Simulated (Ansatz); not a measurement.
# C3H10OSi (trimethylsilanol) at revPBE/6-31G(d) (spherical functions)

What is the electronic atomisation energy of C3H10OSi (trimethylsilanol) at revPBE/6-31G* (spherical functions)? 

The results are computed with Ansatz 0.2.0.

78 further runs of the same task are left out: 1 that didn't finish, 77 set aside as unsound or not needed.

### Step 1. The system as given

C3H10OSi has 15 atoms, charge 0, and is taken as a singlet. SMILES: `C[Si](C)(C)O`. The coordinates come from a PBE0-D4/def2-TZVP relaxation. This is one conformer, not always the lowest.

Bond lengths: C1–Si2 1.870 Å, Si2–C3 1.870 Å, Si2–C4 1.861 Å, Si2–O5 1.660 Å, C1–H6 1.094 Å, C1–H7 1.094 Å, C1–H8 1.093 Å, C3–H9 1.094 Å, C3–H10 1.093 Å, C3–H11 1.094 Å, C4–H12 1.093 Å, C4–H13 1.093 Å, C4–H14 1.093 Å, O5–H15 0.957 Å. Some angles: C1–Si2–C3 109.3°, C1–Si2–C4 111.0°, C1–Si2–O5 110.3°, C3–Si2–C4 111.0°, C3–Si2–O5 110.3°, C4–Si2–O5 104.8°, Si2–C1–H6 111.5°, Si2–C1–H7 111.0°, Si2–C1–H8 111.0°, Si2–C3–H9 111.5°.

### Step 2. A single-point energy at revPBE/6-31G(d) (spherical functions)

Input file run.yaml:

```yaml
basis:
  gaussian: {orbitals: 6-31G_st_-spherical.json}
crystal:
  periodic: [false, false, false]
  atoms:
    - symbol: C
      position_ang: [-1.759880, 0.191150, 0.071540]
    - symbol: Si
      position_ang: [0.089930, 0.200980, -0.204700]
    - symbol: C
      position_ang: [0.959910, 0.370300, 1.442320]
    - symbol: C
      position_ang: [0.639300, -1.339490, -1.093220]
    - symbol: O
      position_ang: [0.516200, 1.448090, -1.213440]
    - symbol: H
      position_ang: [-2.095970, 1.106050, 0.568270]
    - symbol: H
      position_ang: [-2.057470, -0.651720, 0.702020]
    - symbol: H
      position_ang: [-2.296730, 0.107790, -0.876880]
    - symbol: H
      position_ang: [0.664600, 1.288070, 1.959260]
    - symbol: H
      position_ang: [2.044780, 0.393380, 1.311290]
    - symbol: H
      position_ang: [0.718200, -0.468650, 2.101280]
    - symbol: H
      position_ang: [0.405110, -2.234400, -0.510590]
    - symbol: H
      position_ang: [1.717690, -1.322690, -1.268870]
    - symbol: H
      position_ang: [0.142180, -1.426990, -2.062380]
    - symbol: H
      position_ang: [0.312140, 2.338130, -0.925910]
hamiltonian: {xc: {name: revPBE}}
accuracy: high
output: {orbitals: {seedname: orbitals}}
```

The basis set 6-31G* is read from a file made from the Basis Set Exchange's data (not shown).

On the command line:

```console
$ ansatz run run.yaml --threads 1 --pin off --max-ram 3480MiB --events-out events.jsonl --progress --plain --runs-dir runs
```

Output:

```text
Warning: RAYON_NUM_THREADS=1 ignored (pool sized by the plan → 1); use --threads N
Functional definition: revPBE
  name "revPBE"
  parameter kappa = 1.245
  parameter beta = 0.06672455060314922
  exchange = pbe_x(kappa = kappa, mu = beta*pi^2/3)
  correlation = pbe_c(beta = beta)
2345 factors; integrals over basis functions are off by at most 3.8e-9 eV
mean field evaluation 1: about -13178.7638 eV, gradient 9.1e1 eV
mean field evaluation 2: about -13155.8708 eV, gradient 1.3e2 eV
mean field evaluation 4: about -13196.6300 eV, gradient 6.2e0 eV
mean field evaluation 8: about -13196.7021 eV, gradient 2.0e-1 eV
mean field evaluation 16: about -13196.7022 eV, gradient 1.2e-5 eV
mean field -13196.70222837 eV, -484.9698618464 hartree, gradient 5.8e-8 eV, S^2 0.000000; 0 other end points of the search recorded, 0 dependent functions left out
reference -13196.70223222 eV, -484.9698619879 hartree; 25, 25 occupied and 69, 69 virtual orbitals, 2345 factors
Total energy: -13196.70223222 eV, -484.9698619879 hartree
```

Wall time 12 s (1 thread of Arm Neoverse V2, shared host); peak memory 0.28 GiB.

### Step 3. The C atom, same level

Input file molecule.yaml:

```yaml
basis:
  gaussian:
    orbitals: 6-31G_st_-spherical.json
crystal:
  periodic: [false, false, false]
  atoms:
    - {symbol: C, position_ang: [0.000000, 0.000000, 0.000000]}
magnetization:
  spin_polarized: true
  initial_magnetization: 2
hamiltonian:
  xc: {name: revPBE}
accuracy: high
```

The basis set 6-31G* is read from a file made from the Basis Set Exchange's data (not shown).

On the command line:

```console
$ ansatz run molecule.yaml --threads 1 --pin off --max-ram 3480MiB --events-out events.jsonl --progress --plain --runs-dir runs
```

Output, shortened:

```text
Warning: RAYON_NUM_THREADS=1 ignored (pool sized by the plan → 1); use --threads N
[... 6 set-up lines as earlier in the session ...]
96 factors; integrals over basis functions are off by at most 1.1e-9 eV
mean field evaluation 1: about -1029.3260 eV, gradient 4.4e0 eV
mean field evaluation 2: about -1029.4203 eV, gradient 1.9e0 eV
mean field evaluation 4: about -1029.4464 eV, gradient 2.6e-1 eV
mean field evaluation 8: about -1029.4466 eV, gradient 4.6e-5 eV
mean field evaluation 16: about -1029.4466 eV, gradient 5.6e-2 eV
mean field evaluation 32: about -1029.4466 eV, gradient 1.8e-8 eV
mean field -1029.44662886 eV, -37.8314658265 hartree, gradient 1.8e-8 eV, S^2 2.001583; 2 other end points of the search recorded, 0 dependent functions left out
reference -1029.44663049 eV, -37.8314658866 hartree; 4, 2 occupied and 10, 12 virtual orbitals, 96 factors
Total energy: -1029.44663049 eV, -37.8314658866 hartree
```

Wall time 0.48 s (1 thread of Arm Neoverse V2, shared host).

### Step 4. The H atom, same level

Input file molecule.yaml:

```yaml
crystal:
  periodic: [false, false, false]
  atoms:
    - {symbol: H, position_ang: [0.000000, 0.000000, 0.000000]}
basis:
  gaussian:
    orbitals: "6-31G*"
hamiltonian:
  xc: {name: revPBE}
accuracy: high
magnetization:
  spin_polarized: true
  initial_magnetization: 1
```

Run the same way, it converges to -0.50194 Eh (log not shown).

### Step 5. The O atom

Input file molecule.yaml:

```yaml
crystal:
  periodic: [false, false, false]
  atoms:
    - {symbol: O, position_ang: [0.000000, 0.000000, 0.000000]}
basis:
  gaussian: {orbitals: 6-31G_st_-spherical.json}
total_charge: 0
magnetization: {spin_polarized: true, initial_magnetization: 2}
hamiltonian: {xc: {name: revPBE}}
accuracy: high
```

The basis set 6-31G* is read from a file made from the Basis Set Exchange's data (not shown).

On the command line:

```console
$ ansatz run molecule.yaml --threads 1 --pin off --max-ram 3480MiB --events-out events.jsonl --progress --plain --runs-dir runs
```

Output, shortened:

```text
Warning: RAYON_NUM_THREADS=1 ignored (pool sized by the plan → 1); use --threads N
[... 6 set-up lines as earlier in the session ...]
96 factors; integrals over basis functions are off by at most 1.3e-9 eV
mean field evaluation 1: about -2041.6026 eV, gradient 6.9e0 eV
mean field evaluation 2: about -2041.6692 eV, gradient 5.6e0 eV
mean field evaluation 4: about -2041.7879 eV, gradient 4.4e-3 eV
mean field evaluation 8: about -2041.7876 eV, gradient 9.0e-5 eV
mean field evaluation 16: about -2041.7875 eV, gradient 9.9e-2 eV
mean field -2041.78756407 eV, -75.0343090062 hartree, gradient 1.7e-9 eV, S^2 2.001944; 1 other end points of the search recorded, 0 dependent functions left out
reference -2041.78756481 eV, -75.0343090335 hartree; 5, 3 occupied and 9, 11 virtual orbitals, 96 factors
Total energy: -2041.78756481 eV, -75.0343090335 hartree
```

Wall time 0.42 s (1 thread of Arm Neoverse V2, shared host).

### Step 6. The Si atom at the same level

Input file input.yaml:

```yaml
crystal:
  periodic: [false, false, false]
  atoms:
    - {symbol: Si, position_ang: [0.000000, 0.000000, 0.000000]}
basis:
  gaussian: {orbitals: 6-31G_st_-spherical.json}
magnetization: {spin_polarized: true, initial_magnetization: 2}
hamiltonian: {xc: {name: revPBE}}
accuracy: high
```

The basis set 6-31G* is read from a file made from the Basis Set Exchange's data (not shown).

Run the same way, it converges to -289.29303 Eh (log not shown).

### Step 7. What came out

Level: revPBE/6-31G* (spherical functions).

| quantity | value |
| --- | --- |
| molecule: total energy | -484.96986 Eh |
| molecule: HOMO energy | -6.12 eV |
| molecule: LUMO energy | 1.03 eV |
| molecule: HOMO–LUMO gap | 7.15 eV |
| C atom: total energy | -37.83147 Eh |
| C atom: ⟨S²⟩ | 2.002 |
| H atom: total energy | -0.50194 Eh |
| H atom: ⟨S²⟩ | 0.750 |
| O atom: total energy | -75.03431 Eh |
| O atom: ⟨S²⟩ | 2.002 |
| Si atom: total energy | -289.29303 Eh |
| Si atom: ⟨S²⟩ | 2.002 |
| electronic atomisation energy | 57.927 eV |

What this shows: Taking the molecule apart into free atoms costs 57.93 eV (1336 kcal/mol), before zero-point energy and without spin-orbit coupling.
